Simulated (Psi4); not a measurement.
**UMP2/6-311+G(d,p) run of triplet CH2BFN−**

Aim: a single-point energy of triplet CH2BFN−. 

The results are computed with Psi4 1.11.

1 further run of the same task is left out (set aside as unsound or not needed).

## (1) The structure to begin with

CH2BFN−: 6 atoms, total charge -1, spin state triplet. As SMILES of the parent species, `N#C[BH2-]F`. The coordinates come from a GFN2-xTB relaxation. That shape belongs to the parent species and isn't relaxed for this state.

Bond lengths: N1–C2 1.156 Å, C2–B3 1.571 Å, B3–F4 1.445 Å, B3–H5 1.222 Å, B3–H6 1.222 Å. Angles: N1–C2–B3 177.0°, C2–B3–F4 110.2°, C2–B3–H5 108.7°, C2–B3–H6 108.7°, F4–B3–H5 108.8°, F4–B3–H6 108.8°, H5–B3–H6 111.7°.

## (2) The energy at UMP2/6-311+G(d,p)

File ch2bfn.xyz:

```xyz
6
CH2BFN
N      0.722410    -1.937290     0.820490
C      0.334710    -0.937190     0.389970
B     -0.120860     0.456860    -0.171960
F     -1.451330     0.359680    -0.727330
H      0.651130     0.794000    -1.057090
H     -0.136070     1.263930     0.745910
```

File job.py:

```python
import psi4

psi4.set_memory(1600000000)
psi4.set_num_threads(1)
psi4.set_output_file('output.dat', False)

with open('ch2bfn.xyz') as f:
    atoms = ''.join(f.readlines()[2:])
molecule = psi4.geometry('-1 3\n' + atoms + 'symmetry c1')

psi4.set_options({
    'reference': 'uhf',
    'puream': True,
    'e_convergence': 1e-09,
    'd_convergence': 1e-08,
    'scf_type': 'pk',
    'num_frozen_docc': 4,
    'mp2_type': 'conv',
    'maxiter': 200,
})

e, wfn = psi4.energy('mp2/6-311+G**', return_wfn=True)
print(f'total energy {e:.8f} hartree = {e * 27.211386:.5f} eV')
```

On the command line:

```sh
python job.py
```

output.dat:

```text
[...]
  Running in c1 symmetry.
[...]
  Nuclear repulsion =   87.630670084600951
[...]
  Multiplicity = 3
[...]
  Nalpha       = 16
  Nbeta        = 14
[...]
    Number of basis functions: 100
[...]
   @UHF iter   1:  -217.29932474105942   -1.08796e+00   5.49254e-03 ADIIS/DIIS
[...]
   @UHF iter  39:  -217.53152527691924   -1.59730e-11   8.80146e-09 DIIS
[...]
   @S^2 Observed:                2.116368865E+00
[...]
    Orbital Energies [Eh]
    ---------------------
    Alpha Occupied:
       1A    -26.165586     2A    -15.478930     3A    -11.138322
       4A     -7.563551     5A     -1.456655     6A     -1.129477
       7A     -0.743915     8A     -0.581760     9A     -0.578089
      10A     -0.554981    11A     -0.492047    12A     -0.456750
      13A     -0.430630    14A     -0.385227    15A     -0.376579
      16A      0.036639
    Alpha Virtual:
      17A      0.163324    18A      0.164328    19A      0.174003
      20A      0.220806    21A      0.247550    22A      0.257440
      23A      0.277318    24A      0.289867    25A      0.313736
[...]
  @UHF Final Energy:  -217.53152527691924
   => Energetics <=
    Nuclear Repulsion Energy =             87.6306700846009505
    One-Electron Energy =                -476.1169799367971223
    Two-Electron Energy =                 170.9547845752769604
    Total Energy =                       -217.5315252769192398
  UHF NO Occupations:
  HONO-2 :   14  A 1.9618187
  HONO-1 :   15  A 1.0000000
[...]
 Multipole Moments:
 ------------------------------------------------------------------------------------
     Multipole            Electronic (a.u.)      Nuclear  (a.u.)        Total (a.u.)
 ------------------------------------------------------------------------------------
 L = 1.  Multiply by 2.5417464519 to convert [e a0] to [Debye]
 Dipole X            :         -4.1508114            1.9589977           -2.1918137
 Dipole Y            :         -3.3178527            1.1493628           -2.1684899
 Dipole Z            :         -0.9189705            0.5560776           -0.3628929
 Magnitude           :                                                    3.1045268
[...]
	SCS-MP2 Total Energy (a.u.)        :  -218.11251158777424
	SOS-MP2 Total Energy (a.u.)        :  -218.05932881777159
	SCSN-MP2 Total Energy (a.u.)       :  -217.81233030253330
[...]
	SOS-PI-MP2 Total Energy (a.u.)     :  -218.14729607458031
[...]
	MP2 Total Energy (a.u.)            :  -218.13090987097084
[...]
```

The script printed:

```text
total energy -218.13090987 hartree = -5935.64439 eV
```

Wall time 8.1 s (1 thread of Intel Xeon 6975P-C (Granite Rapids), shared host); peak memory 0.6 GiB.

## (3) Results

At UMP2/6-311+G**, 4 core orbitals frozen:

```
                                                  quantity          value
                                              total energy  -218.13091 Eh
HOMO energy (Hartree–Fock orbitals) (highest over α and β)        1.00 eV
               correlation energy (4 core orbitals frozen)     -599.4 mEh
                         ⟨S²⟩ of the reference determinant          2.116
```

In words: ⟨S²⟩ is 2.12 where a pure triplet has 2.00: the reference is spin-contaminated. The HOMO lies at positive energy, 1.00 eV: the electron is unbound at this level or held by a compact basis; values depend on the basis.
